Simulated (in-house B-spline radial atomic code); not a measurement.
# In⁺: RPA and G0W0 on different mean-field starts, part 2 of 2

Question: which mean-field start gives which removal energy for In⁺, before and after G0W0?

An in-house B-spline radial atomic code; all electrons, non-relativistic, point nucleus. Records are in hartree. Earlier steps stand in the parts before.

### Step 15. PBEsol start

Settings of the run:

```ini
Z = 49
electrons = 48.0
configuration = [Kr] 4d10 5s2
hamiltonian = nr
method = pbesol
lmax = 9
spin_polarised = False
box_radius = 23.78
intervals = 55
```

From the record:

```text
{
  "status": "converged",
  "energies [hartree]": {
    "mean_field": -5739.379905,
    "exx_total": -5739.936417,
    "exchange": -153.4999357,
    "rpa": -3.7203819,
    "rpa_summed": -3.6622895,
    "direct_second_order": -4.3346975,
    "second_order_exchange": 1.1913232,
    "sosex": 1.0864114
  },
  "rpa_by_multipole [hartree]": [-0.696128, -1.40742, -0.634894, -0.431717, -0.227584, -0.137654, -0.0670448, -0.0368152, -0.0154381, -0.00597984, -0.00137176, -0.00024407],
  "polarisability [bohr^3: independent particles, RPA]": [51.8524, 21.7295],
  "gap [hartree]": 0.213882,
  "levels [hartree]": [
    {"name": "5s", "occ": 1, "e": -0.5249512, "sx": -0.487471, "vxc": -0.4061468, "sc": -0.06674367, "z": 0.911331, "qp": -0.6736805, "tail": -0.0006614051},
    {"name": "5p", "occ": 0, "e": -0.3110692, "sx": -0.1455188, "vxc": -0.2916998, "sc": -0.04970809, "z": 0.9216284, "qp": -0.2151029, "tail": -0.0005066486}
  ],
  "ion_energies [hartree]": {
    "mean_field": -5738.714387,
    "exx_total": -5739.342188,
    "exchange": -153.3260126,
    "rpa": -3.6364567,
    "rpa_summed": -3.5787277,
    "direct_second_order": -4.1747289,
    "second_order_exchange": 1.1549384,
    "sosex": 1.0666882
  }
}
```

Run time: 4.2 s. Hardware: 1 thread, shared host.

G0W0 moves 5s down by 4.05 eV, to -18.33 eV.

### Step 16. BLYP start

Settings: those of step 15 with these lines changed.

```diff
@@ -4,3 +4,3 @@
 hamiltonian = nr
-method = pbesol
+method = b88,lyp
 lmax = 9
```

From the record:

```text
{
  "status": "converged",
  "energies [hartree]": {
    "mean_field": -5742.467018,
    "exx_total": -5739.93761,
    "exchange": -153.5328013,
    "rpa": -3.7197638,
    "rpa_summed": -3.6617014,
    "direct_second_order": -4.3338996,
    "second_order_exchange": 1.1912016,
    "sosex": 1.0862834
  },
  "rpa_by_multipole [hartree]": [-0.696419, -1.40698, -0.634828, -0.431551, -0.227514, -0.137583, -0.0670106, -0.0367964, -0.0154309, -0.00597605, -0.00137131, -0.000243915],
  "polarisability [bohr^3: independent particles, RPA]": [53.0598, 22.2686],
  "gap [hartree]": 0.2112736,
  "levels [hartree]": [
    {"name": "5s", "occ": 1, "e": -0.5239397, "sx": -0.4840558, "vxc": -0.3999424, "sc": -0.06572407, "z": 0.9089305, "qp": -0.6744316, "tail": -0.0006543746},
    {"name": "5p", "occ": 0, "e": -0.3126661, "sx": -0.1427608, "vxc": -0.2871387, "sc": -0.04930451, "z": 0.9208666, "qp": -0.2180902, "tail": -0.0004974992}
  ],
  "ion_energies [hartree]": {
    "mean_field": -5741.795642,
    "exx_total": -5739.342111,
    "exchange": -153.3538956,
    "rpa": -3.6366579,
    "rpa_summed": -3.5789736,
    "direct_second_order": -4.175715,
    "second_order_exchange": 1.1551309,
    "sosex": 1.0667021
  }
}
```

It took 4.2 s on 1 thread, shared host.

Highest level 5s: -14.26 eV in the start, -18.35 eV after G0W0, weight 0.91.

### Step 17. r2SCAN0 start

Settings: those of step 16 with these lines changed.

```diff
@@ -4,3 +4,3 @@
 hamiltonian = nr
-method = b88,lyp
+method = r2scan0
 lmax = 9
```

From the record:

```text
{
  "status": "converged",
  "energies [hartree]": {
    "mean_field": -5742.443043,
    "exx_total": -5739.965792,
    "exchange": -153.6152526,
    "rpa": -3.5899917,
    "rpa_summed": -3.5328031,
    "direct_second_order": -4.1170369,
    "second_order_exchange": 1.1339046,
    "sosex": 1.0467021
  },
  "rpa_by_multipole [hartree]": [-0.667052, -1.353, -0.614642, -0.417964, -0.221352, -0.134271, -0.0657043, -0.0361661, -0.0151802, -0.00588021, -0.00135278, -0.000240808],
  "polarisability [bohr^3: independent particles, RPA]": [40.5702, 19.3392],
  "gap [hartree]": 0.2821892,
  "levels [hartree]": [
    {"name": "5s", "occ": 1, "e": -0.5583138, "sx": -0.4767006, "vxc": -0.429953, "sc": -0.06531422, "z": 0.9381636, "qp": -0.6710059, "tail": -0.0006303588},
    {"name": "4d", "occ": 1, "e": -1.109261, "sx": -1.572233, "vxc": -1.359831, "sc": 0.05132726, "z": 0.8656594, "qp": -1.272835, "tail": -0.00249935},
    {"name": "5p", "occ": 0, "e": -0.2761246, "sx": -0.1409587, "vxc": -0.2508471, "sc": -0.04340024, "z": 0.9434753, "qp": -0.2101152, "tail": -0.0004787168}
  ],
  "ion_energies [hartree]": {
    "mean_field": -5741.792811,
    "exx_total": -5739.370054,
    "exchange": -153.445368,
    "rpa": -3.5155358,
    "rpa_summed": -3.4586713,
    "direct_second_order": -3.9868301,
    "second_order_exchange": 1.1054405,
    "sosex": 1.0296304
  }
}
```

Wall time 4.3 s (1 thread, shared host).

G0W0 moves 5s down by 3.07 eV, to -18.26 eV.

### Step 18. Exchange-only LDA start

Settings: those of step 17 with these lines changed.

```diff
@@ -4,3 +4,3 @@
 hamiltonian = nr
-method = r2scan0
+method = lda,
 lmax = 9
```

From the record:

```text
{
  "status": "converged",
  "energies [hartree]": {
    "mean_field": -5732.467356,
    "exx_total": -5739.92029,
    "exchange": -153.3886947,
    "rpa": -3.7234905,
    "rpa_summed": -3.665541,
    "direct_second_order": -4.3420093,
    "second_order_exchange": 1.1927443,
    "sosex": 1.0870418
  },
  "rpa_by_multipole [hartree]": [-0.700499, -1.40762, -0.634929, -0.431309, -0.227286, -0.137311, -0.0668823, -0.0367269, -0.0154049, -0.00596515, -0.00136854, -0.000243256],
  "polarisability [bohr^3: independent particles, RPA]": [54.1406, 22.6942],
  "gap [hartree]": 0.2091847,
  "levels [hartree]": [
    {"name": "5s", "occ": 1, "e": -0.4937234, "sx": -0.4825702, "vxc": -0.3637421, "sc": -0.06184588, "z": 0.899093, "qp": -0.6750438, "tail": -0.0006464574},
    {"name": "5p", "occ": 0, "e": -0.2845387, "sx": -0.1416394, "vxc": -0.2536367, "sc": -0.04661634, "z": 0.9254623, "qp": -0.2196539, "tail": -0.000496232}
  ],
  "ion_energies [hartree]": {
    "mean_field": -5731.835112,
    "exx_total": -5739.325634,
    "exchange": -153.2151503,
    "rpa": -3.6399176,
    "rpa_summed": -3.5823361,
    "direct_second_order": -4.182308,
    "second_order_exchange": 1.1566134,
    "sosex": 1.0675463
  }
}
```

Wall time 4.1 s (1 thread, shared host).

The 5s level moves from -13.43 to -18.37 eV (weight 0.90).

### Step 19. Comparison

```tsv
start	level	mean field (eV)	G0W0 (eV)	weight	RPA (hartree)	RPA+SOSEX (hartree)	α, direct RPA (bohr³)	time	miss (eV)
Hartree-Fock	5s	-16.52	-18.07	0.959	-3.39580	-2.40554	17.07	4.3 s	-0.804
LDA (VWN5)	5s	-14.59	-18.38	0.915	-3.72478	-2.63748	21.41	4.5 s	-0.491
PBE	5s	-14.23	-18.32	0.909	-3.71749	-2.63170	22.17	4.3 s	-0.555
PBE0	5s	-15.01	-18.26	0.930	-3.62676	-2.56868	20.09	4.4 s	-0.614
r2SCAN	5s	-14.41	-18.33	0.928	-3.66103	-2.59286	20.83	4.3 s	-0.540
HSE06	5s	-14.70	-18.27	0.923	-3.63707	-2.57510	21.03	4.8 s	-0.596
B3LYP	5s	-15.04	-18.31	0.927	-3.64655	-2.58272	20.50	4.3 s	-0.558
SCAN	5s	-14.54	-18.34	0.929	-3.66091	-2.59303	20.28	4.5 s	-0.530
TPSS	5s	-14.12	-18.30	0.909	-3.70145	-2.62044	22.02	4.3 s	-0.572
BHandHLYP	5s	-15.81	-18.22	0.943	-3.54533	-2.51169	18.73	4.3 s	-0.653
CAM-B3LYP	5s	-16.41	-18.28	0.947	-3.60271	-2.55380	17.59	4.8 s	-0.591
LC-ωPBE	5s	-17.38	-18.21	0.956	-3.59585	-2.55028	15.51	4.8 s	-0.665
ωB97X	5s	-17.33	-18.24	0.956	-3.58034	-2.53872	15.77	4.8 s	-0.633
PBEsol	5s	-14.28	-18.33	0.911	-3.72038	-2.63397	21.73	4.2 s	-0.539
BLYP	5s	-14.26	-18.35	0.909	-3.71976	-2.63348	22.27	4.2 s	-0.518
r2SCAN0	5s	-15.19	-18.26	0.938	-3.58999	-2.54329	19.34	4.3 s	-0.611
exchange-only LDA	5s	-13.43	-18.37	0.899	-3.72349	-2.63645	22.69	4.1 s	-0.502
```

The miss is the G0W0 removal energy (the level with its sign changed) less the measured ionisation energy, 18.870 eV. Times are single runs on a shared host.

Removal energy from total energies of the two species (eV):

```tsv
start	mean field	HF functional	RPA	RPA+SOSEX	second order
Hartree-Fock	16.27	16.27	17.87	17.52	18.21
LDA (VWN5)	18.54	16.17	18.46	17.92	19.54
PBE	18.13	16.19	18.46	17.92	19.52
PBE0	17.83	16.22	18.28	17.80	19.05
r2SCAN	17.83	16.18	18.38	17.87	19.37
HSE06	17.88	16.21	18.35	17.85	19.20
B3LYP	18.21	16.23	18.32	17.83	19.14
SCAN	17.92	16.15	18.38	17.86	19.39
TPSS	17.84	16.17	18.43	17.90	19.48
BHandHLYP	17.76	16.26	18.14	17.71	18.71
CAM-B3LYP	18.11	16.24	18.12	17.70	18.72
LC-ωPBE	17.58	16.21	17.98	17.59	18.49
ωB97X	18.02	16.25	18.01	17.62	18.51
PBEsol	18.11	16.17	18.45	17.92	19.53
BLYP	18.27	16.20	18.47	17.93	19.53
r2SCAN0	17.69	16.21	18.24	17.77	18.98
exchange-only LDA	17.20	16.18	18.46	17.93	19.54
```

### Step 20. Outcome

The summary covers parts 1 to 2.

| quantity | value |
| --- | --- |
| highest level, mean field (range over the runs) | -17.38 to -13.43 eV |
| highest level, G0W0 (range over the runs) | -18.38 to -18.07 eV |
| RPA correlation energy | -3.725 to -3.396 hartree |
| RPA+SOSEX | -2.6375 to -2.4055 hartree |
| measured ionisation energy (5s shell) | 18.870 eV (NIST Atomic Spectra Database, ionization energies) |
| G0W0 removal energy less that value | -0.804 to -0.491 eV |

**Reading.** The starts spread the highest level over 3.95 eV; after G0W0 0.31 eV remain, 7.9 % of that. Starts without exact exchange bind the level too weakly, through self-interaction, and G0W0 pulls it down by 3.8 to 4.9 eV. RPA gives the most correlation on LDA (VWN5) and the least on Hartree-Fock (8.8 % apart); over the runs it loosely follows the gap of the start, as smaller excitation energies give more correlation. Against the measured ionisation energy, 18.870 eV, G0W0 is nearest on LDA (VWN5) (-0.49 eV) and farthest on Hartree-Fock (-0.80 eV). Relativity, left out here, binds an s electron more tightly: it works in the direction of closing this gap. Read as a removal energy, the bare PBE level is off by -4.64 eV (-25 %) and the nearest bare level, LC-ωPBE's, by -1.49 eV. As differences of total energies the mean miss over the starts is 1.0 eV for mean field, 0.59 eV for RPA, 1.1 eV for RPA+SOSEX. For so heavy an element the non-relativistic levels are a model, not the real atom's.
